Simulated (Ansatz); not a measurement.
# H₅NOSiSn: small, medium and large basis sets

The task here is to estimate one member of a computed series from the others.

Computed with Ansatz 0.2.0, Gaussian basis. Level: one geometry, several basis sets.

Levels to be run: PBE0-D4/def2-SVP; ωB97M-V/def2-SVP; PBE0-D4/def2-QZVPP; ωB97M-V/def2-QZVPP; the functionals' def2-TZVPP values are taken from earlier runs.

## The relaxed structure

An earlier PBE0-D4 in a triple-zeta def2 set relaxation fixed the geometry. Sn takes the def2 core potential; no spin-orbit term is included.

SMILES `[NH2][Sn][O][SiH3]`, 9 atoms, charge 0, spin multiplicity 1.

Atoms are counted from 1 here; the program's logs count them from 0.

Bond lengths: N1–Sn2 2.011 Å, N1–H5 1.010 Å, N1–H6 1.008 Å, Sn2–O3 1.989 Å, O3–Si4 1.623 Å, Si4–H7 1.496 Å, Si4–H8 1.489 Å, Si4–H9 1.489 Å. Angles: Sn2–N1–H5 124.3°, Sn2–N1–H6 124.2°, H5–N1–H6 111.5°, N1–Sn2–O3 95.2°, Sn2–O3–Si4 144.0°, O3–Si4–H7 112.1°, O3–Si4–H8 110.7°, O3–Si4–H9 110.7°, H7–Si4–H8 107.4°, H7–Si4–H9 107.4°, H8–Si4–H9 108.5°.

The first run:

The input, in.yaml:

```yaml
crystal:
  periodic: [false, false, false]
  atoms:
    - {symbol: N, position_ang: [-0.671372, 1.493578, -1.238151]}
    - {symbol: Sn, position_ang: [0.551793, 0.169584, -2.130172]}
    - {symbol: O, position_ang: [0.832684, -0.940299, -0.503375]}
    - {symbol: Si, position_ang: [0.448496, -1.088777, 1.066852]}
    - {symbol: H, position_ang: [-0.946626, 1.449691, -0.267609]}
    - {symbol: H, position_ang: [-1.089468, 2.283021, -1.705854]}
    - {symbol: H, position_ang: [-0.480855, -0.008649, 1.522386]}
    - {symbol: H, position_ang: [1.668957, -1.012682, 1.916496]}
    - {symbol: H, position_ang: [-0.225110, -2.391966, 1.322127]}
basis:
  gaussian: {orbitals: def2-SVP}
hamiltonian: {xc: pbe0, dispersion: d4}
output: {orbitals: {seedname: orbitals}}
```

Steps of the session up to this table: PBE0-D4 in def2-SVP; ωB97M-V in def2-SVP; PBE0-D4 in def2-QZVPP; ωB97M-V in def2-QZVPP.

One of the session's tables, all rows but one given; the rest of the session is left out.

It belongs to the step «Density functionals: the series». 

| functional | basis | HOMO (eV) | LUMO (eV) |
| --- | --- | --- | --- |
| PBE0-D4 | def2-SVP | -7.31 | -1.64 |
| PBE0-D4 | def2-TZVPP | -7.47 | -1.81 |
| PBE0-D4 | def2-QZVPP | -7.51 | -1.85 |
| ωB97M-V | def2-SVP | ? | ? |
| ωB97M-V | def2-TZVPP | -9.77 | -0.11 |
| ωB97M-V | def2-QZVPP | -9.80 | -0.20 |

**Question.** Estimate the row for ωB97M-V, def2-SVP.

As computed: HOMO (eV): -9.59; LUMO (eV): 0.17. In the column «HOMO (eV)» it lies between ωB97M-V, def2-TZVPP (-9.77) and PBE0-D4, def2-QZVPP (-7.51).
